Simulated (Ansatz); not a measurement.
# BeBH₃ (singlet): the correlation ladder at distance Be2–H5 = 1.048 Å, 6-31G

An exercise on one series of results from a longer session: the logs are not shown, and one member is left open.

The runs use Ansatz 0.2.0, Gaussian basis; 6-31G, core rule «outside noble gas», up to 2 orbitals frozen.

To be run: UHF; CCSD(T) on RHF; BCCD(T) on RHF; CISD; CCSDT(Q) on RHF; CCSDTQ on RHF; CASSCF and MRCISD+Q, 2 electrons in 2 orbitals; CASSCF and NEVPT2, 2 electrons in 2 orbitals; Full CI.

38 further runs of the same task are left out: 22 for a known fault of the program, 13 that didn't finish, 3 set aside as unsound or not needed. Runs told in other sessions of the task aren't counted.

## What is computed

The geometry derives from a PBE0/def2-TZVP stationary point (not a proven minimum). One bond is set to the value named and the two fragments are kept rigid.

5 atoms, charge 0, spin multiplicity 1.

Atoms are counted from 1 here; the program's logs count them from 0.

Bond lengths: B1–Be2 1.873 Å, B1–H3 1.202 Å, B1–H4 1.202 Å, Be2–H5 1.048 Å. Angles: Be2–B1–H3 123.4°, Be2–B1–H4 123.4°, H3–B1–H4 113.2°, B1–Be2–H5 180.0°.

Coordinates:

| atom | x (Å) | y (Å) | z (Å) |
| --- | --- | --- | --- |
| B1 | 0.00000 | 0.00000 | 0.80936 |
| Be2 | 0.00000 | 0.00000 | -1.06380 |
| H3 | 0.00000 | 1.00318 | 1.47121 |
| H4 | 0.00000 | -1.00318 | 1.47121 |
| H5 | 0.00000 | 0.00000 | -2.11180 |

The first run:

Contents of in.yaml:

```yaml
crystal:
  periodic: [false, false, false]
  atoms:
    - {symbol: B, position_ang: [0.000000, 0.000000, 0.809358]}
    - {symbol: Be, position_ang: [0.000000, 0.000000, -1.063803]}
    - {symbol: H, position_ang: [0.000000, 1.003181, 1.471214]}
    - {symbol: H, position_ang: [0.000000, -1.003180, 1.471214]}
    - {symbol: H, position_ang: [0.000000, 0.000000, -2.111803]}
basis:
  gaussian: {orbitals: 6-31G}
magnetization: {spin_polarized: true, initial_magnetization: 0}
hamiltonian: {xc: hf}
output: {orbitals: {seedname: orbitals}}
```

On the command line:

```sh
$ ansatz run in.yaml --threads 1 --pin off --events-out ev --progress --plain --max-ram 2393MiB
```

Steps of the session up to this table: UHF; CCSD(T) on RHF; BCCD(T) on RHF; CISD; CCSDT(Q) on RHF; CCSDTQ on RHF; CASSCF and MRCISD+Q, 2 electrons in 2 orbitals; CASSCF and NEVPT2, 2 electrons in 2 orbitals; Full CI.

One of the session's tables, all rows but one given; the rest of the session is left out.

It belongs to the step «Misses and costs». 

```
     method  from FCI (meV)
        RHF         +2632.1
       RMP2          +674.7
       CISD          +156.5
      RCCSD           +56.6
   RCCSD(T)           +15.6
    BCCD(T)           +15.4
     RCCSDT               ?
  RCCSDT(Q)            +0.5
    RCCSDTQ            +0.1
CASSCF pair         +2254.7
NEVPT2 pair          +617.2
        FCI               0
```

Q: Estimate the row for RCCSDT from the others.

The run gave: from FCI (meV): +1.8. In the column «from FCI (meV)» it lies between RCCSDT(Q) (+0.5) and BCCD(T) (+15.4).

Not comparable, so not listed: CASSCF and MRCISD+Q, 2 electrons in 2 orbitals (they don't share determinant, frozen orbitals or solution with the rows shown, or repeat one).

To keep in mind: Warnings in the runs' records: passed over end.
